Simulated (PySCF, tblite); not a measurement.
# C2H9FSeSi2: geometry, infrared bands and NMR shifts

Wanted: the infrared bands and NMR shifts of C2H9FSeSi2 (`C[C@@H]([SiH3])[Se][SiH2]F`), by calculation.

Computed with tblite 0.8.0 and PySCF 2.14.0, with density-fitted response routines of our own, on a single molecule in the gas phase. Atoms are numbered from 0 throughout.

## 1. The starting structure

15 atoms, charge 0, multiplicity 1; geometry from: force field or distance geometry start.

Bonds of the start (Å): C0–C1 1.52, C1–Si2 1.86, C1–Se3 1.93, Se3–Si4 2.26, Si4–F5 1.69, C0–H6 1.12, C0–H7 1.12, C0–H8 1.10, C1–H9 1.10, Si2–H10 1.46, Si2–H11 1.48, Si2–H12 1.47, Si4–H13 1.47, Si4–H14 1.47.

## 2. Optimising the geometry with GFN2-xTB

The job: settings as JSON, then the geometry in Å.

```
{"job": {"kind": "relax", "xc": "GFN2-xTB", "basis": "xTB"}, "charge": 0, "multiplicity": 1}
C     -2.085100    -0.588500     0.206700
C     -0.927000    -0.131600    -0.669400
Si    -0.236900     1.501900    -0.118000
Se     0.376400    -1.552100    -0.593100
Si     2.500300    -0.850400    -0.260600
F      2.734400    -0.256100     1.300000
H     -2.665200    -1.392100    -0.306900
H     -1.662400    -0.943000     1.180500
H     -2.738600     0.270900     0.415600
H     -1.269700    -0.026600    -1.710900
H      0.752000     1.991100    -1.071500
H     -1.369800     2.444800     0.002100
H      0.323300     1.341200     1.232500
H      2.889300     0.218500    -1.193500
H      3.374500    -2.020000    -0.446700
```

Started as:

```
$ OMP_NUM_THREADS=1 python probes_run.py task.json out
```

One launch serves the whole session: the jobs run in the order shown.

**Question.** This job is followed by: GFN2-xTB harmonic vibrations, gas phase; GIAO PBE0/pcSseg-1 NMR shielding, non-relativistic, gas phase. What will the session give for the following? strongest single infrared mode (GFN2-xTB); zero-point energy (GFN2-xTB); 13C shifts against TMS (PBE0/pcSseg-1); 1H shifts against TMS (PBE0/pcSseg-1, means over atoms taken as alike); 29Si shifts against TMS (PBE0/pcSseg-1); 77Se shifts against Me2Se (PBE0/pcSseg-1); 19F shifts against CFCl3 (PBE0/pcSseg-1).

**Answer**, as computed:

| quantity | value |
| --- | --- |
| strongest single infrared mode (GFN2-xTB) | 786 cm⁻¹, 394 km/mol |
| zero-point energy (GFN2-xTB) | 61.6 kcal/mol |
| 13C shifts against TMS (PBE0/pcSseg-1) | 31.0, 26.9 ppm |
| 1H shifts against TMS (PBE0/pcSseg-1, means over atoms taken as alike) | 6.28, 5.93, 4.26, 2.37, 1.86 ppm |
| 29Si shifts against TMS (PBE0/pcSseg-1) | 18.1, -59.9 ppm |
| 77Se shifts against Me2Se (PBE0/pcSseg-1) | -59 ppm |
| 19F shifts against CFCl3 (PBE0/pcSseg-1) | -217.2 ppm |

**Reading.** Over 166 steps the energy fell by 0.447 eV; of the close pairs, C1–Se3 changed most, 1.929 to 2.009 Å. No mode is imaginary among the 39: a minimum at this level. The strongest single mode, at 786 cm⁻¹, is carried by H11, H12, H10. GFN2-xTB is a fitted tight-binding method: band positions and strengths are rough. Its intensities can rank the bands wrongly. At PBE0/pcSseg-1: The largest span, 966 ppm, is at Se3, where the paramagnetic term is -1185 ppm. Spin-orbit coupling is left out, which matters for shieldings and couplings at and beside the heavy atoms.
